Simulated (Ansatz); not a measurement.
**CH₃BOS (SMILES OB1CS1): molecular dynamics**

The task is to watch the atoms for 40 steps of 0.25 fs, started with velocities for 1000 K and run at constant energy.

The runs use Ansatz 0.2.0, Gaussian basis; PBE0-D4/def2-SVP.

1 further run of the same task is left out (it didn't finish).

**1. Where the work starts**

SMILES `OB1CS1`, 7 atoms, charge 0, spin multiplicity 1.

Atoms are counted from 1 here; the program's logs count them from 0.

Bond lengths: O1–B2 1.317 Å, O1–H5 0.958 Å, B2–C3 1.531 Å, B2–S4 1.767 Å, C3–S4 1.869 Å, C3–H6 1.083 Å, C3–H7 1.082 Å. Angles: B2–O1–H5 119.4°, O1–B2–C3 147.3°, O1–B2–S4 144.1°, C3–B2–S4 68.6°, B2–C3–S4 61.7°, B2–C3–H6 122.5°, B2–C3–H7 122.5°, S4–C3–H6 112.4°, S4–C3–H7 112.4°, H6–C3–H7 112.4°, B2–S4–C3 49.7°.

As a file:

```tsv
atom	x (Å)	y (Å)	z (Å)
O1	-1.06268	1.20103	-0.72366
B2	-0.37361	0.19220	-0.23097
C3	0.87422	-0.26722	0.52731
S4	-0.34140	-1.56523	-0.04846
H5	-1.88627	1.02934	-1.18186
H6	0.94897	-0.22267	1.60694
H7	1.84077	-0.36745	0.05071
```

**2. Dynamics**

Input file md/in.yaml:

```yaml
crystal:
  periodic: [false, false, false]
  atoms:
    - {symbol: O, position_ang: [-1.062680, 1.201030, -0.723660]}
    - {symbol: B, position_ang: [-0.373610, 0.192200, -0.230970]}
    - {symbol: C, position_ang: [0.874220, -0.267220, 0.527310]}
    - {symbol: S, position_ang: [-0.341400, -1.565230, -0.048460]}
    - {symbol: H, position_ang: [-1.886270, 1.029340, -1.181860]}
    - {symbol: H, position_ang: [0.948970, -0.222670, 1.606940]}
    - {symbol: H, position_ang: [1.840770, -0.367450, 0.050710]}
basis:
  gaussian: {orbitals: def2-SVP}
hamiltonian: {xc: pbe0, dispersion: d4}
md: {n_steps: 40, timestep: 0.25, temperature: 1000, ensemble: nve, seed: 619, initial_velocities: maxwell_boltzmann}
```

Started as:

```console
$ ansatz run in.yaml --threads 2 --pin off --events-out ev --progress --plain --max-ram 3481MiB
```

Q: Predict the outcome of this session. Wanted: temperature at the start; mean temperature, second half; lowest and highest potential energy, from the first frame; largest change of potential + kinetic.

The runs gave:

| quantity | value |
| --- | --- |
| length | 40 steps, 10.0 fs |
| temperature at the start | 1000 K |
| mean temperature, second half | 251 K |
| lowest and highest potential energy, from the first frame | 0 and 577 meV |
| largest change of potential + kinetic | 0.9 meV |

In words: With no thermostat the total energy should stay fixed; it holds within 0.9 meV, small beside the kinetic energy, so the time step serves. The instant temperature ranges from 109 to 1000 K, as energy passes between motion and strain. The bonding pattern stays as it was.
